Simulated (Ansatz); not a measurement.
# C3H4ClFSi: up Jacob's ladder to CCSD(T)

The task here is to estimate one member of a computed series from the others.

Program: Ansatz 0.2.0, Gaussian basis. Level of theory: functionals in def2-TZVPP, the program's frozen cores in correlated methods. These are calculated values, not measurements.

The runs, in order: PBE-D4, r2SCAN-D4, PBE0-D4, B3LYP-D4, ωB97X-V, ωB97M-V, B2PLYP; CCSD(T)/def2-TZVPP; MP2/def2-QZVPP; extrapolation to the limit.

### The geometry

All runs share one geometry, relaxed beforehand with PBE0-D4 in a triple-zeta def2 set.

SMILES `C#CC[SiH](F)Cl`, 10 atoms, charge 0, spin multiplicity 1.

Atoms are counted from 1 here; the program's logs count them from 0.

Bond lengths: C1–C2 1.200 Å, C1–H7 1.064 Å, C2–C3 1.446 Å, C3–Si4 1.869 Å, C3–H8 1.095 Å, C3–H9 1.096 Å, Si4–F5 1.592 Å, Si4–Cl6 2.035 Å, Si4–H10 1.474 Å. Angles: C2–C1–H7 179.0°, C1–C2–C3 177.0°, C2–C3–Si4 110.2°, C2–C3–H8 111.3°, C2–C3–H9 111.0°, Si4–C3–H8 108.9°, Si4–C3–H9 108.0°, H8–C3–H9 107.3°, C3–Si4–F5 107.9°, C3–Si4–Cl6 110.2°, C3–Si4–H10 112.9°, F5–Si4–Cl6 108.1°, F5–Si4–H10 108.5°, Cl6–Si4–H10 109.1°.

Set-up of the first run:

File in.yaml:

```yaml
crystal:
  periodic: [false, false, false]
  atoms:
    - {symbol: C, position_ang: [-1.973031, -0.753761, 1.073869]}
    - {symbol: C, position_ang: [-1.027284, -0.753906, 0.334493]}
    - {symbol: C, position_ang: [0.135937, -0.689539, -0.521827]}
    - {symbol: Si, position_ang: [1.117038, 0.859636, -0.162559]}
    - {symbol: F, position_ang: [2.457620, 0.798779, -1.019969]}
    - {symbol: Cl, position_ang: [0.069709, 2.505170, -0.743212]}
    - {symbol: H, position_ang: [-2.818815, -0.767558, 1.719583]}
    - {symbol: H, position_ang: [-0.148119, -0.691760, -1.579339]}
    - {symbol: H, position_ang: [0.791999, -1.552121, -0.358198]}
    - {symbol: H, position_ang: [1.478144, 0.993862, 1.260159]}
basis:
  gaussian: {orbitals: def2-TZVPP}
hamiltonian: {xc: pbe, dispersion: d4}
output: {forces: true, orbitals: {seedname: orbitals}}
```

Launch:

```console
> ansatz run in.yaml --threads 4 --pin off --events-out ev --progress --plain --max-ram 10444MiB
```

Among the steps run: PBE-D4 (GGA); r2SCAN-D4 (meta-GGA); PBE0-D4 (hybrid); B3LYP-D4 (hybrid); ωB97X-V (range-separated); ωB97M-V (range-separated); B2PLYP (double hybrid); CCSD(T) in def2-TZVPP; MP2 in def2-QZVPP.

One table of the session follows, with a row left open; its other results are not shown here.

| method | atomisation energy (kcal/mol) |
| --- | --- |
| PBE-D4 | 1012.9 |
| r2SCAN-D4 | 994.2 |
| PBE0-D4 | 994.0 |
| B3LYP-D4 | 986.2 |
| ωB97X-V | ? |
| ωB97M-V | 993.9 |
| B2PLYP | 980.7 |
| HF/def2-TZVPP | 735.7 |
| MP2/def2-TZVPP | 994.0 |
| CCSD/def2-TZVPP | 946.8 |
| CCSD(T)/def2-TZVPP | 963.8 |
| MP2/CBS | 1021.5 |
| CCSD(T)/CBS | 991.3 |

**Question.** Estimate the row for ωB97X-V.

The run gave: atomisation energy (kcal/mol): 991.0. In the column «atomisation energy (kcal/mol)» it lies between B3LYP-D4 (986.2) and CCSD(T)/CBS (991.3).

Limits of these values: Free atoms (3 C, 1 Si, 1 F, 1 Cl, 4 H) were run apart at each level; the atomisation energy is their sum less the molecule, without zero-point or spin-orbit terms.
